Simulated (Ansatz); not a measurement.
**CH₃BFNS: basis-set convergence**

The task here is to estimate one member of a computed series from the others.

Computed with Ansatz 0.2.0, Gaussian basis. Level: one geometry, several basis sets.

Plan: PBE0-D4/def2-SVP; ωB97M-V/def2-SVP; PBE0-D4/def2-QZVPP; ωB97M-V/def2-QZVPP; the functionals' def2-TZVPP values are taken from earlier runs.

### The geometry

The geometry comes from an earlier relaxation with PBE0-D4 in a triple-zeta def2 set; it is a stationary point, not always the lowest conformer.

SMILES `N=CB(F)S`, 8 atoms, charge 0, spin multiplicity 1.

Atoms are counted from 1 here; the program's logs count them from 0.

Bond lengths: N1–C2 1.271 Å, N1–H6 1.024 Å, C2–B3 1.573 Å, C2–H7 1.096 Å, B3–F4 1.328 Å, B3–S5 1.793 Å, S5–H8 1.343 Å. Angles: C2–N1–H6 110.4°, N1–C2–B3 123.7°, N1–C2–H7 116.3°, B3–C2–H7 120.0°, C2–B3–F4 118.1°, C2–B3–S5 124.2°, F4–B3–S5 117.7°, B3–S5–H8 95.0°.

Set-up of the first run:

Contents of in.yaml:

```yaml
crystal:
  periodic: [false, false, false]
  atoms:
    - {symbol: N, position_ang: [-0.642086, 0.775050, 1.597581]}
    - {symbol: C, position_ang: [0.135792, 0.490770, 0.633933]}
    - {symbol: B, position_ang: [-0.246281, -0.486478, -0.538260]}
    - {symbol: F, position_ang: [-1.454024, -1.038248, -0.524330]}
    - {symbol: S, position_ang: [0.845951, -0.906383, -1.897243]}
    - {symbol: H, position_ang: [-1.533834, 0.282456, 1.493189]}
    - {symbol: H, position_ang: [1.122305, 0.967860, 0.649828]}
    - {symbol: H, position_ang: [1.864278, -0.142127, -1.470396]}
basis:
  gaussian: {orbitals: def2-SVP}
hamiltonian: {xc: pbe0, dispersion: d4}
output: {orbitals: {seedname: orbitals}}
```

The run is started by

```bash
> ansatz run in.yaml --threads 2 --pin off --events-out ev --progress --plain --max-ram 4352MiB
```

Steps of the session up to this table: PBE0-D4 in def2-SVP; ωB97M-V in def2-SVP; PBE0-D4 in def2-QZVPP; ωB97M-V in def2-QZVPP.

One table of the session follows, with a row left open; its other results are not shown here.

It belongs to the step «Density functionals: the series». 

```
functional       basis  HOMO (eV)  LUMO (eV)
   PBE0-D4    def2-SVP      -7.54      -1.95
   PBE0-D4  def2-TZVPP      -7.73      -2.15
   PBE0-D4  def2-QZVPP      -7.76      -2.20
   ωB97M-V    def2-SVP          ?          ?
   ωB97M-V  def2-TZVPP     -10.08       0.04
   ωB97M-V  def2-QZVPP     -10.12      -0.03
```

**Question.** Estimate the row for ωB97M-V, def2-SVP.

The run gave: HOMO (eV): -9.88; LUMO (eV): 0.31. In the column «HOMO (eV)» it lies between ωB97M-V, def2-TZVPP (-10.08) and PBE0-D4, def2-QZVPP (-7.76).
